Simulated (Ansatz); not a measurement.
**LiRh: further runs on the relaxed cell**

An exercise on one series of results from a longer session: the logs are not shown, and one member is left open.

Method: DFT PBEsol, scalar-relativistic, plane waves, PAW, in Ansatz 0.2.0.

1 further run of the same task is left out (set aside as unsound or not needed).

**Starting point**

The structure is hexagonal, space group P-6m2 (No. 187). Conventional cell: a = 2.626 Å, b = 2.626 Å, c = 4.326 Å, α = 90.00°, β = 90.00°, γ = 120.00°. Around Li (site symmetry -6m2) lie 6 Li at 2.63 Å and 6 Rh at 2.64 Å. Rh (site symmetry -6m2) has 6 Rh at 2.63 Å and 6 Li at 2.64 Å as nearest neighbours.

Structure file:

```cif
data_structure
_symmetry_space_group_name_H-M 'P-6m2'
_symmetry_Int_Tables_number 187
_cell_length_a 2.6257
_cell_length_b 2.6257
_cell_length_c 4.3260
_cell_angle_alpha 90.000
_cell_angle_beta 90.000
_cell_angle_gamma 120.000
_cell_volume 25.83
loop_
_atom_site_label
_atom_site_type_symbol
_atom_site_symmetry_multiplicity
_atom_site_Wyckoff_symbol
_atom_site_fract_x
_atom_site_fract_y
_atom_site_fract_z
_atom_site_occupancy
Li1 Li 1 b 0.00000 0.00000 0.50000 1
Rh1 Rh 1 e 0.66667 0.33333 0.00000 1
```

It goes back to an entry of the Materials Project, which need not be the stable form.

It is the result of an earlier relaxation at this level (volume 12.91 Å³/atom; gap on the mesh: none (metal)).

Set-up of the first run:

File input.yaml:

```yaml
crystal:
  lattice:
    - [2.6256578459, 0.0, 0.0]
    - [-1.3128289229, 2.2738863962, 0.0]
    - [0.0, 0.0, 4.3259966142]
  atoms:
    - { symbol: Li, position: [0.0, 0.0, 0.5] }
    - { symbol: Rh, position: [0.6666666667, 0.3333333333, 0.0] }
basis:
  ecutwfc: 420
kpoints:
  mp_grid: { grid: [18, 18, 10] }
  band_path:
    path:
      - [[0.0, 0.0, 0.0], [0.5, 0.0, 0.0], [0.33333333, 0.33333333, 0.0], [0.0, 0.0, 0.0], [0.0, 0.0, 0.5], [0.5, 0.0, 0.5], [0.33333333, 0.33333333, 0.5], [0.0, 0.0, 0.5]]
      - [[0.5, 0.0, 0.5], [0.5, 0.0, 0.0]]
      - [[0.33333333, 0.33333333, 0.5], [0.33333333, 0.33333333, 0.0]]
    npoints: 14
hamiltonian:
  xc: pbesol
scf:
  occupations: { method: gaussian, width: 0.1 }
  n_extra_bands: 6
output:
  forces: true
  stress: true
  eigenvalues: true
  populations: true
  dos: { projected: true, de: 0.02, nscf_kmesh: { grid: [27, 27, 15] } }
  bader: true
  write_density: true
  write_potential: true
  elf: true
  volumetric_format: npy
checkpoint:
  read: start.run
  write: ck
  compress: false
  write_wavefunctions: false
  write_every: 100000
```

The run is started by

```
ansatz run input.yaml --threads 1 --pin off --max-ram 2560MiB --backend cpu --events-out ev --progress --plain --runs-dir out
```

Steps of the session up to this table: Bands, states and charges; Volume × 0.97; Point at V/V0 = 1.03; The cell scaled to 0.94 of its volume; Volume × 1.06.

One of the session's tables, all rows but one given; the rest of the session is left out.

It belongs to the step «Fit of the equation of state». 

```
volume (Å³/atom)  energy above the lowest point (meV/atom)  pressure (GPa)
          12.139                                      18.2            7.97
          12.527                                       4.3            3.68
          12.914                                       0.0            0.00
          13.301                                         ?               ?
          13.689                                      15.0           -5.85
```

Estimate the missing values for volume (Å³/atom) = 13.301.

Worked estimate for «energy above the lowest point (meV/atom)». A straight line through the neighbours (12.914, 0.0) and (13.689, 15.0) gives 0.0 + (15.0 − 0.0) × (13.301 − 12.914) / (13.689 − 12.914) = 7.5; a parabola fitted to 3 rows on both sides gives 3.6.

As computed: energy above the lowest point (meV/atom): 4.0; pressure (GPa): -3.15. In «energy above the lowest point (meV/atom)» the line misses by +3.5 and the parabola by -0.4.

Caveats from the session: Warnings in the runs' records: seeded moment not kept.
